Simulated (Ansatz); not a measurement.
**The copper atom: up Jacob's ladder to CCSD(T)**

One table from this session's results is given with a row withheld; the runs are named, their logs left out.

Program: Ansatz 0.2.0, Gaussian basis. Level of theory: functionals in def2-TZVPP, the program's frozen cores in correlated methods. These are calculated values, not measurements.

Plan: LDA (SPW92), PBE, revPBE, BLYP, r2SCAN, B97M-V, PBE0, B3LYP, r2SCANh, r2SCAN0, HSE06, BHLYP, CAM-B3LYP, LC-ωPBE, ωB97X-V, ωB97M-V, B2PLYP, PBE-QIDH; CCSD(T)/def2-SVP; CCSD(T)/def2-TZVPP; CCSD(T)/def2-QZVPP; extrapolation to the limit; RPA on PBE.

## The atom

1 atom, charge 0, spin multiplicity 2.

Set-up of the first run:

File in.yaml:

```yaml
crystal:
  periodic: [false, false, false]
  atoms:
    - {symbol: Cu, position_ang: [0.000000, 0.000000, 0.000000]}
basis:
  gaussian: {orbitals: def2-TZVPP}
magnetization: {spin_polarized: true, initial_magnetization: 1}
hamiltonian: {xc: lda}
output: {orbitals: {seedname: orbitals}}
```

Steps of the session up to this table: LDA; PBE (GGA); revPBE (GGA); BLYP (GGA); r2SCAN (meta-GGA); B97M-V (meta-GGA); PBE0 (hybrid); B3LYP (hybrid); r2SCANh (hybrid); r2SCAN0 (hybrid); HSE06 (hybrid); BHLYP (hybrid); CAM-B3LYP (range-separated); LC-ωPBE (range-separated); ωB97X-V (range-separated); ωB97M-V (range-separated); B2PLYP (double hybrid); PBE-QIDH (double hybrid).

One of the session's tables, all rows but one given; the rest of the session is left out.

It belongs to the step «Frontier levels by functional». Levels are read from the orbital files that the runs wrote (highest filled and lowest empty over both spins):

```
 functional  HOMO (eV)  LUMO (eV)  gap (eV)
LDA (SPW92)      -5.02      -4.20      0.82
        PBE      -4.85      -3.88      0.97
     revPBE      -4.79      -3.77      1.03
       BLYP      -4.76      -4.08      0.67
     r2SCAN      -5.13      -3.34      1.80
     B97M-V      -4.61      -3.77      0.83
       PBE0      -5.39      -2.67      2.72
      B3LYP          ?          ?         ?
    r2SCANh      -5.35      -2.94      2.41
    r2SCAN0      -5.65      -2.40      3.26
      HSE06      -4.99      -3.05      1.94
      BHLYP      -5.85      -2.00      3.85
  CAM-B3LYP      -6.54      -1.99      4.55
    LC-ωPBE      -7.59      -0.40      7.19
    ωB97X-V      -7.17      -0.73      6.45
    ωB97M-V      -7.19      -1.33      5.86
```

Q: Estimate the row for B3LYP from the others.

Worked estimate for «HOMO (eV)». Against the share of exact exchange, BLYP (0, -4.76), BHLYP (0.5, -5.85) give a slope of -2.18 per unit share; at 0.2 the line stands at -5.20.

As computed: HOMO (eV): -5.34; LUMO (eV): -3.30; gap (eV): 2.04. In «HOMO (eV)» the line misses by +0.14.
